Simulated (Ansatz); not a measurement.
# InH2F (SMILES [H][In]([H])[F]) at CCSDTQ/STO-3G

Aim: the energy change on altering one bond length of InH2F at CCSDTQ/STO-3G, from 2 runs. 

The results are computed with Ansatz 0.2.0.

58 further runs of the same task are left out: 2 that didn't finish, 56 set aside as unsound or not needed.

### Step 1. The structure to begin with

InH2F: 4 atoms, total charge 0, spin state singlet. SMILES: `[H][In]([H])[F]`. The shape comes from GFN2-xTB, which is rough for such elements, and wasn't checked as a minimum.

Bond lengths: In1–F4 1.946 Å, In1–H2 1.693 Å, In1–H3 1.691 Å. Angles: H2–In1–F4 114.4°, H3–In1–F4 114.5°, H2–In1–H3 131.1°.

### Step 2. The energy at CCSDTQ/STO-3G

input.yaml

```yaml
crystal:
  periodic: [false, false, false]
  atoms:
    - symbol: In
      position_ang: [0.069180, 0.117330, -0.000190]
    - symbol: H
      position_ang: [1.751200, -0.073770, 0.013580]
    - symbol: H
      position_ang: [-0.891440, 1.509340, -0.018860]
    - symbol: F
      position_ang: [-0.928940, -1.552910, 0.005460]
basis:
  gaussian: {orbitals: STO-3G}
correlation: {method: ccsdtq, frozen_orbitals: {F: 1, H: 0, In: 18}}
accuracy: high
scf: {omitted_lower_state_checks: [cluster_reference, increment]}
```

Launch:

```
$ ansatz run input.yaml --threads 1 --pin off --max-ram 2610MiB --events-out events.jsonl --progress --plain --runs-dir runs
```

Standard output, cut to the lines that bear on the results:

```text
Warning: RAYON_NUM_THREADS=1 ignored (pool sized by the plan → 1); use --threads N
Functional definition: HF
  name "HF"
[...]
623 factors; integrals over basis functions are off by at most 4.0e-9 eV
[...]
mean field -157337.84092273 eV, -5782.0590064915 hartree, gradient 7.2e-9 eV, S^2 0.000000; 0 other end points of the search recorded, 0 dependent functions left out
19 core orbitals not correlated: weight in the atoms' cores, before any rotation towards them, 1.000 or more for the frozen orbitals, at most 0.000 for the correlated occupied ones
reference -157337.84092273 eV, -5782.0590064915 hartree; 11, 11 occupied and 4, 4 virtual orbitals, 623 factors
second order -1.38118733 eV of doubles, -0.00000000 eV of singles
cycle   1  -1.58448100 eV  change   -2.0e-1 eV  update   1.1e-1
[...]
cycle  29  -2.02560776 eV  change   4.3e-10 eV  update   1.6e-9
Total energy: -157339.86653050 eV, -5782.1334462037 hartree
Checks for a lower state left out: cluster_reference, increment
```

Run time: 12 s. Hardware: 1 thread of Arm Neoverse V2, shared host; peak memory 0.22 GiB.

### Step 3. The distorted shape

job.yaml

```yaml
crystal:
  periodic: [false, false, false]
  atoms:
    - symbol: In
      position_ang: [0.309307, -0.230632, 0.004477]
    - symbol: H
      position_ang: [1.991327, -0.421732, 0.018247]
    - symbol: H
      position_ang: [-0.891440, 1.509340, -0.018860]
    - symbol: F
      position_ang: [-0.688813, -1.900872, 0.010127]
basis:
  gaussian:
    orbitals: STO-3G
correlation:
  method: ccsdtq
  frozen_orbitals: {F: 1, H: 0, In: 18}
accuracy: high
scf:
  omitted_lower_state_checks: [cluster_reference, increment]
```

Launch:

```
$ ansatz run job.yaml --threads 1 --pin off --max-ram 2610MiB --events-out events.jsonl --progress --plain --runs-dir runs
```

Standard output, cut to the lines that bear on the results:

```text
Warning: RAYON_NUM_THREADS=1 ignored (pool sized by the plan → 1); use --threads N
Functional definition: HF
  name "HF"
[...]
621 factors; integrals over basis functions are off by at most 4.0e-9 eV
[...]
mean field -157336.44844062 eV, -5782.0078337175 hartree, gradient 2.3e-8 eV, S^2 0.000000; 0 other end points of the search recorded, 0 dependent functions left out
19 core orbitals not correlated: weight in the atoms' cores, before any rotation towards them, 1.000 or more for the frozen orbitals, at most 0.000 for the correlated occupied ones
reference -157336.44844062 eV, -5782.0078337175 hartree; 11, 11 occupied and 4, 4 virtual orbitals, 621 factors
second order -1.53868023 eV of doubles, -0.00000000 eV of singles
cycle   1  -1.81952872 eV  change   -2.8e-1 eV  update   1.1e-1
[...]
cycle  31  -2.35084418 eV  change   1.5e-10 eV  update   2.3e-9
Total energy: -157338.79928479 eV, -5782.0942256475 hartree
Checks for a lower state left out: cluster_reference, increment
```

Run time: 13 s. Hardware: 1 thread of Arm Neoverse V2, shared host; peak memory 0.22 GiB.

### Step 4. Results

At CCSDTQ/STO-3G, 19 core orbitals frozen:

| quantity | value |
| --- | --- |
| first shape: total energy | -5782.13345 Eh |
| first shape: correlation energy (19 core orbitals frozen) | -74.4 mEh |
| first shape: T1 diagnostic | 0.020 |
| distorted shape: total energy | -5782.09423 Eh |
| distorted shape: correlation energy (19 core orbitals frozen) | -86.4 mEh |
| distorted shape: T1 diagnostic | 0.020 |
| energy change with the In1–H3 bond stretched from 1.691 to 2.114 Å | 1.067 eV |

With the In1–H3 bond stretched from 1.691 to 2.114 Å the energy rises by 1.07 eV (103 kJ/mol). The first shape isn't relaxed at this level, so the change isn't measured from a minimum. The minimal basis adds a large error of its own. Relativity is left out (first shape) although the molecule holds a heavy atom. Relativity is left out (distorted shape) although the molecule holds a heavy atom.
